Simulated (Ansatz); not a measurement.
# UCCSDT/STO-3G run of InH2O (SMILES [OH][InH])

What is the energy change on altering one bond length of InH2O at UCCSDT/STO-3G? 

The calculation is run with Ansatz 0.2.0.

46 further runs of the same task are left out: 8 that didn't finish, 38 set aside as unsound or not needed.

## Step 1: The system as given

InH2O: 4 atoms, total charge 0, spin state doublet. As SMILES, `[OH][InH]`. Geometry: relaxed at PBE0-D4/def2-TZVP.

Bond lengths: O1–In2 2.003 Å, O1–H3 0.960 Å, In2–H4 1.767 Å. Angles: O1–In2–H4 113.8°, In2–O1–H3 115.0°.

## Step 2: A single-point energy at UCCSDT/STO-3G

The input, job.yaml:

```yaml
crystal:
  periodic: [false, false, false]
  atoms:
    - {symbol: O, position_ang: [-0.298400, -1.020600, 0.295000]}
    - {symbol: In, position_ang: [0.563900, 0.746600, -0.088500]}
    - {symbol: H, position_ang: [0.236800, -1.629400, 0.809100]}
    - {symbol: H, position_ang: [-0.446700, 1.843000, -1.036000]}
basis:
  gaussian:
    orbitals: STO-3G
magnetization:
  spin_polarized: true
  initial_magnetization: 1
correlation:
  method: ccsdt
  frozen_orbitals: {H: 0, In: 18, O: 1}
accuracy: high
scf:
  omitted_lower_state_checks: [cluster_reference, increment]
```

Launch:

```sh
ansatz run job.yaml --threads 1 --pin off --max-ram 2610MiB --events-out events.jsonl --progress --plain --runs-dir runs
```

What it wrote (excerpt; [...] marks lines left out):

```text
Warning: RAYON_NUM_THREADS=1 ignored (pool sized by the plan → 1); use --threads N
Functional definition: HF
  name "HF"
[...]
617 factors; integrals over basis functions are off by at most 3.9e-9 eV
[...]
mean field -156678.37160937 eV, -5757.8239562297 hartree, gradient 2.7e-8 eV, S^2 0.758410; 2 other end points of the search recorded, 0 dependent functions left out
19 core orbitals not correlated: weight in the atoms' cores, before any rotation towards them, 1.000 or more for the frozen orbitals, at most 0.000 for the correlated occupied ones
reference -156678.37160937 eV, -5757.8239562297 hartree; 11, 10 occupied and 4, 5 virtual orbitals, 617 factors
second order -1.71726157 eV of doubles, -0.00000000 eV of singles
cycle   1  -1.95286233 eV  change   -2.4e-1 eV  update   1.1e-1
[...]
cycle  32  -2.43021672 eV  change    1.7e-9 eV  update   1.8e-9
Total energy: -156680.80182609 eV, -5757.9132650470 hartree
Checks for a lower state left out: cluster_reference, increment
```

Wall time 1.9 s (1 thread of Arm Neoverse V2, shared host); peak memory 0.12 GiB.

## Step 3: The distorted shape, same level

The input, run.yaml:

```yaml
crystal:
  periodic: [false, false, false]
  atoms:
    - {symbol: O, position_ang: [-0.513994, -1.462439, 0.390884]}
    - {symbol: In, position_ang: [0.563900, 0.746600, -0.088500]}
    - {symbol: H, position_ang: [0.021206, -2.071239, 0.904984]}
    - {symbol: H, position_ang: [-0.446700, 1.843000, -1.036000]}
basis:
  gaussian: {orbitals: STO-3G}
magnetization: {spin_polarized: true, initial_magnetization: 1}
correlation: {method: ccsdt, frozen_orbitals: {H: 0, In: 18, O: 1}}
accuracy: high
scf: {omitted_lower_state_checks: [cluster_reference, increment]}
```

Launch:

```sh
ansatz run run.yaml --threads 1 --pin off --max-ram 2610MiB --events-out events.jsonl --progress --plain --runs-dir runs
```

What it wrote (excerpt; [...] marks lines left out):

```text
Warning: RAYON_NUM_THREADS=1 ignored (pool sized by the plan → 1); use --threads N
[... 2 set-up lines as earlier in the session ...]
[...]
607 factors; integrals over basis functions are off by at most 4.0e-9 eV
[...]
mean field -156676.79219604 eV, -5757.7659138603 hartree, gradient 3.8e-8 eV, S^2 0.971482; 8 other end points of the search recorded, 0 dependent functions left out
19 core orbitals not correlated: weight in the atoms' cores, before any rotation towards them, 1.000 or more for the frozen orbitals, at most 0.000 for the correlated occupied ones
reference -156676.79219604 eV, -5757.7659138603 hartree; 11, 10 occupied and 4, 5 virtual orbitals, 607 factors
second order -1.20584158 eV of doubles, -0.00000000 eV of singles
cycle   1  -1.59526190 eV  change   -3.9e-1 eV  update   7.7e-2
[...]
cycle  54  -2.30328000 eV  change   8.3e-10 eV  update  5.9e-10
Total energy: -156679.09547604 eV, -5757.8505578390 hartree
Checks for a lower state left out: cluster_reference, increment
```

Wall time 3.6 s (1 thread of Arm Neoverse V2, shared host); peak memory 0.12 GiB.

## Step 4: What came out

At UCCSDT/STO-3G, 19 core orbitals frozen:

| quantity | value |
| --- | --- |
| first shape: total energy | -5757.91327 Eh |
| first shape: correlation energy (19 core orbitals frozen) | -89.3 mEh |
| first shape: ⟨S²⟩ of the reference determinant | 0.758 |
| first shape: T1 diagnostic | 0.024 |
| distorted shape: total energy | -5757.85056 Eh |
| distorted shape: correlation energy (19 core orbitals frozen) | -84.6 mEh |
| distorted shape: ⟨S²⟩ of the reference determinant | 0.971 |
| distorted shape: T1 diagnostic | 0.047 |
| energy change with the O1–In2 bond stretched from 2.003 to 2.504 Å | 1.706 eV |

With the O1–In2 bond stretched from 2.003 to 2.504 Å the energy rises by 1.71 eV (39 kcal/mol). The first shape isn't relaxed at this level, so the change isn't measured from a minimum. The minimal basis adds a large error of its own. Relativity is left out (first shape) although the molecule holds a heavy atom. ⟨S²⟩ (distorted shape) is 0.97 where a pure doublet has 0.75: the reference is spin-contaminated. The T1 diagnostic (distorted shape) of 0.047 is above the customary mark for such species, so a single reference may not serve. Relativity is left out (distorted shape) although the molecule holds a heavy atom.
